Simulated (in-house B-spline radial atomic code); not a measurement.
# Xe⁴⁴⁺: ionisation energy by several methods

Wanted: one ionisation energy, Xe⁴⁴⁺ to configuration [He] 2s2 2p5, up the ladder of functionals.

Method: non-relativistic, several functionals, spin-polarised, exact exchange averaged over the configuration; spherical all-electron atom at the radial basis limit. Code: in-house B-spline radial atomic code version 1.

## 1. The system

| Quantity | Value |
| --- | --- |
| element | xenon (Z = 54) |
| charge | +44 |
| electrons | 10 |
| configuration | [He] 2s2 2p6 |
| nucleus | point |

Outer shells as boxes (Hund's rule):

[He] 2s2 2p6
```
[He] core
2s [↑↓]
2p [↑↓][↑↓][↑↓]
```

Where spins are not typed, each open shell is filled with up spins first.

## 2. ωB97X, a range-separated hybrid

Settings of the run:

```ini
Z = 54
electrons = 10.0
configuration = [He] 2s2 2p6
hamiltonian = nr
method = wb97x
spin_polarised = True
exact_exchange = averaged over the configuration
```

On the command line:

```console
> python run_scf.py task.json out
```

One command runs all members of the session, one after another, from task.json.

## 3. CAM-B3LYP, a range-separated hybrid

Changes to the settings of step 2:

```diff
@@ -4,3 +4,3 @@
 hamiltonian = nr
-method = wb97x
+method = camb3lyp
 spin_polarised = True
```

## 4. BHandHLYP, a global hybrid

Changes to the settings of step 3:

```diff
@@ -4,3 +4,3 @@
 hamiltonian = nr
-method = camb3lyp
+method = bhandhlyp
 spin_polarised = True
```

Q: The tabulated ionisation energy is 7660 ± 4 eV (tabulated theoretical; NIST Atomic Spectra Database). What does each method give, and which comes nearest?

**Answer**, as computed:

| method | rung | total energy (hartree) | ΔSCF (eV) | −ε highest (eV) | ΔSCF less tabulated (eV) |
| --- | --- | --- | --- | --- | --- |
| BHandHLYP | global hybrid | -5374.2834 | 7633.39 | 7579.63 (2p up) | -26.61 |
| ωB97X | range-separated hybrid | -5375.0261 | 7633.38 | 7544.51 (2p up) | -26.62 |
| CAM-B3LYP | range-separated hybrid | -5374.1742 | 7633.13 | 7546.46 (2p up) | -26.87 |

**Reading.** The tabulated ionisation energy is 7660 ± 4 eV (tabulated theoretical; NIST Atomic Spectra Database). BHandHLYP comes nearest (-26.61 eV) and CAM-B3LYP is farthest (-26.87 eV, 0.35 %). All methods miss on the same side by much the same amount, which points to something that they share. These runs lack relativity altogether, which can outweigh the gaps between the methods, so the nearest may be so by luck. These runs leave out relativity, which matters at this nuclear charge. Open shells are averaged (over orientations, and over spins where the run is restricted), while tables refer to the lowest levels.
